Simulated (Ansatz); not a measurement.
# Si2Bi2Te: the cost of one run

Computed with Ansatz 0.2.0 (DFT PBE, scalar-relativistic, plane waves, PAW, unless a step's input says otherwise).

### Step 1. The system as given

The structure is trigonal, space group P-3m1 (No. 164). The conventional cell has a = 4.236 Å, b = 4.236 Å, c = 9.763 Å, α = 90.00°, β = 90.00°, γ = 120.00°. Si (site symmetry 3m) is surrounded by 1 Si at 2.29 Å and 3 Bi at 2.81 Å. Bi (site symmetry 3m) is surrounded by 3 Si at 2.81 Å and 3 Te at 3.40 Å. Te (site symmetry -3m) is surrounded by 6 Bi at 3.40 Å.

As a file:

```
Si Bi Te
1.0
     4.23639    0.00000    0.00000
    -2.11820    3.66883    0.00000
     0.00000    0.00000    9.76259
Si Bi Te
2 2 1
Direct
  0.00000 0.00000 0.38257
  0.00000 0.00000 0.61743
  0.33333 0.66667 0.75854
  0.66667 0.33333 0.24146
  0.00000 0.00000 0.00000
```

It is the end of an earlier relaxation with the same method, from a generated guess; it needn't be the stable form of this composition. At a tolerance of 0.05 Å it has space group P-3m1 (No. 164); it has 30.35 Å³/atom, an uncorrected energy of +0.36 eV/atom over the elements.

### Step 2. Static run: bands, density of states and charges

input.yaml

```yaml
crystal:
  lattice:
    - [4.2363948462, 0.0, 0.0]
    - [-2.1181974231, 3.6688255573, 0.0]
    - [0.0, 0.0, 9.7625937287]
  atoms:
    - { symbol: Si, position: [0.0, 0.0, 0.3825710126] }
    - { symbol: Si, position: [0.0, 0.0, 0.6174289874] }
    - { symbol: Bi, position: [0.3333333333, 0.6666666667, 0.7585414899] }
    - { symbol: Bi, position: [0.6666666667, 0.3333333333, 0.2414585101] }
    - { symbol: Te, position: [0.0, 0.0, 0.0] }
basis:
  ecutwfc: 420
kpoints:
  mp_grid: { grid: [12, 12, 4] }
  band_path:
    path:
      - [[0.0, 0.0, 0.0], [0.5, 0.0, 0.0], [0.33333333, 0.33333333, 0.0], [0.0, 0.0, 0.0], [0.0, 0.0, 0.5], [0.5, 0.0, 0.5], [0.33333333, 0.33333333, 0.5], [0.0, 0.0, 0.5]]
      - [[0.5, 0.0, 0.5], [0.5, 0.0, 0.0]]
      - [[0.33333333, 0.33333333, 0.5], [0.33333333, 0.33333333, 0.0]]
    npoints: 14
hamiltonian:
  xc: pbe
scf:
  occupations: { method: gaussian, width: 0.1 }
  n_extra_bands: 12
output:
  forces: true
  stress: true
  eigenvalues: true
  populations: true
  dos: { projected: true, de: 0.02, nscf_kmesh: { grid: [15, 15, 5] } }
  bader: true
  write_density: true
  write_potential: true
  elf: true
  volumetric_format: npy
```

Command:

```
ansatz run input.yaml --threads 1 --pin off --max-ram 2560MiB --backend cpu --events-out ev --progress --plain --runs-dir out
```

Q: Estimate wall time and peak memory on 1 thread of Intel Xeon at 2.50GHz (Skylake/Cascade Lake), shared host.

About 3.9 min, with a peak of 0.76 GiB.
